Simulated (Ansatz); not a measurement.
# AsBCl3H3: small, medium and large basis sets

One table from this session's results is given with a row withheld; the runs are named, their logs left out.

The runs use Ansatz 0.2.0, Gaussian basis; one geometry, several basis sets.

Levels to be run: PBE0-D4/def2-SVP; ωB97M-V/def2-SVP; PBE0-D4/def2-QZVPP; ωB97M-V/def2-QZVPP; the functionals' def2-TZVPP values are taken from earlier runs.

### Structure used throughout

An earlier PBE0-D4 in a triple-zeta def2 set relaxation fixed the geometry.

SMILES `Cl[B-](Cl)(Cl)[AsH3+]`, 8 atoms, charge 0, spin multiplicity 1.

Atoms are counted from 1 here; the program's logs count them from 0.

Bond lengths: Cl1–B2 1.814 Å, B2–Cl3 1.814 Å, B2–Cl4 1.814 Å, B2–As5 2.148 Å, As5–H6 1.503 Å, As5–H7 1.503 Å, As5–H8 1.503 Å. Angles: Cl1–B2–Cl3 114.6°, Cl1–B2–Cl4 114.6°, Cl1–B2–As5 103.7°, Cl3–B2–Cl4 114.6°, Cl3–B2–As5 103.7°, Cl4–B2–As5 103.7°, B2–As5–H6 116.7°, B2–As5–H7 116.7°, B2–As5–H8 116.7°, H6–As5–H7 101.4°, H6–As5–H8 101.4°, H7–As5–H8 101.4°.

The first run:

in.yaml reads:

```yaml
crystal:
  periodic: [false, false, false]
  atoms:
    - {symbol: Cl, position_ang: [-1.525241, -1.674440, 0.709764]}
    - {symbol: B, position_ang: [0.059099, -1.172051, -0.017906]}
    - {symbol: Cl, position_ang: [1.511492, -1.553244, 1.000544]}
    - {symbol: Cl, position_ang: [0.243707, -1.577948, -1.776709]}
    - {symbol: As, position_ang: [-0.028587, 0.974243, 0.002445]}
    - {symbol: H, position_ang: [-0.184424, 1.631205, 1.345269]}
    - {symbol: H, position_ang: [-1.148599, 1.611440, -0.771230]}
    - {symbol: H, position_ang: [1.164653, 1.703795, -0.547975]}
basis:
  gaussian: {orbitals: def2-SVP}
hamiltonian: {xc: pbe0, dispersion: d4}
output: {orbitals: {seedname: orbitals}}
```

Among the steps run: PBE0-D4 in def2-SVP; ωB97M-V in def2-SVP; PBE0-D4 in def2-QZVPP; ωB97M-V in def2-QZVPP.

One table of the session follows, with a row left open; its other results are not shown here.

It belongs to the step «Density functionals: the series». 

```
functional       basis  HOMO (eV)
   PBE0-D4    def2-SVP      -7.97
   PBE0-D4  def2-TZVPP      -8.18
   PBE0-D4  def2-QZVPP      -8.22
   ωB97M-V    def2-SVP     -10.08
   ωB97M-V  def2-TZVPP          ?
   ωB97M-V  def2-QZVPP     -10.34
```

**Question.** Estimate the row for ωB97M-V, def2-TZVPP.

As computed: HOMO (eV): -10.29. In the column «HOMO (eV)» it lies between ωB97M-V, def2-QZVPP (-10.34) and ωB97M-V, def2-SVP (-10.08).
